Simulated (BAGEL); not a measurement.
# C4F6 (SMILES FC1=C(F)C(F)(F)C1(F)F), step by step

Wanted: the energy (HF/cc-pVDZ), then a single-point energy (NEVPT2(2,2)/cc-pVDZ) of C4F6. 

Program for the calculation: BAGEL 1.2.2.

**1. The system as given**

C4F6: 10 atoms, total charge 0, spin state singlet. As SMILES, `FC1=C(F)C(F)(F)C1(F)F`. The F1–C2 distance was set to 1.756 Å, away from the relaxed value.

Bond lengths: C2–C3 1.334 Å, C3–F4 1.301 Å, C3–C5 1.496 Å, C5–F6 1.340 Å, C5–F7 1.340 Å, C2–C8 1.496 Å, C5–C8 1.568 Å, C8–F9 1.340 Å, C8–F10 1.340 Å. Some angles: C2–C3–F4 135.0°, C2–C3–C5 94.5°, F4–C3–C5 130.6°, C3–C2–C8 94.5°, C3–C5–F6 116.5°, C3–C5–F7 116.5°, C3–C5–C8 85.5°, F6–C5–F7 107.6°, F6–C5–C8 114.9°, F7–C5–C8 114.9°. A long bond or contact: F1–C2 1.756 Å.

**2. The energy at HF/cc-pVDZ (density fitting with svp-jkfit) (run 1)**

File calc.json:

```json
{ "bagel" : [

{
  "title" : "molecule",
  "basis" : "cc-pvdz.json",
  "df_basis" : "svp-jkfit",
  "angstrom" : true,
  "geometry" : [
    { "atom" : "F", "xyz" : [      -0.066723,      -2.738487,       0.933943 ] },
    { "atom" : "C", "xyz" : [      -0.087540,      -1.109800,       0.277030 ] },
    { "atom" : "C", "xyz" : [      -0.606330,      -0.538520,      -0.811440 ] },
    { "atom" : "F", "xyz" : [      -1.305940,      -0.957560,      -1.825060 ] },
    { "atom" : "C", "xyz" : [      -0.097240,       0.828870,      -0.479530 ] },
    { "atom" : "F", "xyz" : [      -1.021680,       1.768480,      -0.236800 ] },
    { "atom" : "F", "xyz" : [       0.801770,       1.353470,      -1.323900 ] },
    { "atom" : "C", "xyz" : [       0.512470,       0.157580,       0.799350 ] },
    { "atom" : "F", "xyz" : [       0.026610,       0.614420,       1.961950 ] },
    { "atom" : "F", "xyz" : [       1.849980,       0.199290,       0.874760 ] }
  ]
},

{ "title" : "hf" },

{ "title" : "print", "file" : "orbitals.molden", "orbitals" : true }

]}
```

The basis set cc-pVDZ is read from a file made from the Basis Set Exchange's data (not shown).

Started as:

```sh
$ BAGEL_NUM_THREADS=1 BAGEL calc.json > calc.out
```

The log of the run:

```text
* using 1 threads per process

  ===============================================================
  ===============================================================

  *** Geometry ***

  { "atom" : "F", "xyz" : [     -0.126088,     -5.174990,      1.764896 ] },
  { "atom" : "C", "xyz" : [     -0.165427,     -2.097218,      0.523511 ] },
  { "atom" : "C", "xyz" : [     -1.145798,     -1.017655,     -1.533399 ] },
  { "atom" : "F", "xyz" : [     -2.467869,     -1.809526,     -3.448864 ] },
  { "atom" : "C", "xyz" : [     -0.183757,      1.566337,     -0.906180 ] },
  { "atom" : "F", "xyz" : [     -1.930695,      3.341943,     -0.447487 ] },
  { "atom" : "F", "xyz" : [      1.515126,      2.557688,     -2.501808 ] },
  { "atom" : "C", "xyz" : [      0.968428,      0.297783,      1.510553 ] },
  { "atom" : "F", "xyz" : [      0.050286,      1.161086,      3.707548 ] },
  { "atom" : "F", "xyz" : [      3.495956,      0.376604,      1.653057 ] },

  Number of auxiliary basis functions:      762

  Since a DF basis is specified, we compute 2- and 3-index integrals:
    o Being stored without compression. Storage requirement is 0.119 GB

  Number of basis functions:      140
  Number of electrons      :       78

    * METHOD: MOLECULE                             0.81

  *** RHF ***

  === Nuclear Repulsion ===
   581.2964010246

      * DIIS with orbital gradients will be used.

  === RHF iteration (cc-pvdz.json) ===
      0       -747.36916723          0.01607755           0.47
      1       -747.56077521          0.01564560           0.47
      2       -747.94988561          0.00160106           0.47
      3       -747.95605176          0.00083652           0.46
      4       -747.95784767          0.00020481           0.47
      5       -747.95800680          0.00006803           0.47
      6       -747.95802863          0.00002889           0.47
      7       -747.95803316          0.00000889           0.47
      8       -747.95803347          0.00000363           0.47
      9       -747.95803352          0.00000168           0.47
     10       -747.95803353          0.00000073           0.47
     11       -747.95803353          0.00000029           0.47
     12       -747.95803353          0.00000017           0.47
     13       -747.95803353          0.00000009           0.47
     14       -747.95803353          0.00000004           0.47
     15       -747.95803353          0.00000002           0.47
     16       -747.95803353          0.00000001           0.47
    * SCF iteration converged.

    * Permanent dipole moment:
           (    0.252195,    -0.357318,     0.559554) a.u.

    * METHOD: HF                                   8.63

    * METHOD: PRINT                                0.03

  ===============================================================
```

Run time: 9.9 s. Hardware: 1 thread of Arm Neoverse V2, shared host; peak memory 0.36 GiB.

**3. The energy at NEVPT2(2,2)/cc-pVDZ (density fitting with svp-jkfit) (run 2)**

File job.json:

```json
{ "bagel": [

{
  "title": "molecule",
  "basis": "cc-pvdz.json",
  "df_basis": "svp-jkfit",
  "angstrom": "true",
  "geometry": [
    { "atom": "F", "xyz": [      -0.066723,      -2.738487,       0.933943 ] },
    { "atom": "C", "xyz": [      -0.087540,      -1.109800,       0.277030 ] },
    { "atom": "C", "xyz": [      -0.606330,      -0.538520,      -0.811440 ] },
    { "atom": "F", "xyz": [      -1.305940,      -0.957560,      -1.825060 ] },
    { "atom": "C", "xyz": [      -0.097240,       0.828870,      -0.479530 ] },
    { "atom": "F", "xyz": [      -1.021680,       1.768480,      -0.236800 ] },
    { "atom": "F", "xyz": [       0.801770,       1.353470,      -1.323900 ] },
    { "atom": "C", "xyz": [       0.512470,       0.157580,       0.799350 ] },
    { "atom": "F", "xyz": [       0.026610,       0.614420,       1.961950 ] },
    { "atom": "F", "xyz": [       1.849980,       0.199290,       0.874760 ] }
  ]
},

{ "title": "hf" },

{ "title": "casscf", "nstate": 1, "nact": 2, "nclosed": 38, "active": [16, 40], "maxiter": 200, "natocc": "true" },

{ "title": "nevpt2", "nstate": 1, "nact": 2, "nclosed": 38, "active": [16, 40], "maxiter": 200, "natocc": "true", "ncore": 10 },

{ "title": "print", "file": "orbitals.molden", "orbitals": "true" }

]}
```

The basis set cc-pVDZ is read from a file made from the Basis Set Exchange's data (not shown).

Started as:

```sh
$ BAGEL_NUM_THREADS=1 BAGEL job.json > job.out
```

The log of the run:

```text
* using 1 threads per process

  ===============================================================
  ===============================================================

  *** Geometry ***

  { "atom" : "F", "xyz" : [     -0.126088,     -5.174990,      1.764896 ] },
  { "atom" : "C", "xyz" : [     -0.165427,     -2.097218,      0.523511 ] },
  { "atom" : "C", "xyz" : [     -1.145798,     -1.017655,     -1.533399 ] },
[... 6 lines of this table left out ...]
  { "atom" : "F", "xyz" : [      3.495956,      0.376604,      1.653057 ] },

  Number of auxiliary basis functions:      762

  Since a DF basis is specified, we compute 2- and 3-index integrals:
    o Being stored without compression. Storage requirement is 0.119 GB

  Number of basis functions:      140
  Number of electrons      :       78

    * METHOD: MOLECULE                             0.82

  *** RHF ***

[... 11 lines left out ...]
    * SCF iteration converged.
[... 1 line left out ...]
    * Permanent dipole moment:
[... 27 lines left out ...]
    * Second-order optimization converged. *

     guess   0:   closed 1.                   open ..

  === FCI iteration ===

      0  0      -747.95382387     1.16e-01      0.00
      1  0      -748.00677378     1.87e-02      0.00
      2  0 *    -748.00884964     1.05e-15      0.00

     * ci vector, state   0, <S^2> = 0.0000
       2.     0.9726334230
       .2    -0.2323450548

    * METHOD: CASSCF                              47.11

    * freezing 10 orbitals

  === DF-NEVPT2 calculation ===

    * 3-index integral transformation done
    * assembly done

      NEVPT2 correlation energy:   -1.5738660861      1.31

          (+0)     -1.4467524668
          (+0)'    -0.0474181796
          (+1)     -0.0220817804
          (+1)'    -0.0000000000
          (+2)     -0.0012111522
          (-1)     -0.0528878426
          (-1)'     0.0000000000
          (-2)     -0.0035146645

      NEVPT2 total energy:       -749.5827157287

    * METHOD: NEVPT2                               2.12

    * METHOD: PRINT                                0.03

  ===============================================================
```

Wall time 59 s (1 thread of Arm Neoverse V2, shared host); peak memory 0.37 GiB.

**4. What came out**

| quantity | value |
| --- | --- |
| run 1, HF/cc-pVDZ: total energy | -747.95803 Eh |
| run 1, HF/cc-pVDZ: dipole moment | 1.81 D |
| run 1, HF/cc-pVDZ: HOMO energy | -13.22 eV |
| run 1, HF/cc-pVDZ: LUMO energy | 1.64 eV |
| run 1, HF/cc-pVDZ: HOMO–LUMO gap | 14.86 eV |
| run 2, NEVPT2(2,2)/cc-pVDZ: total energy | -749.58272 Eh |
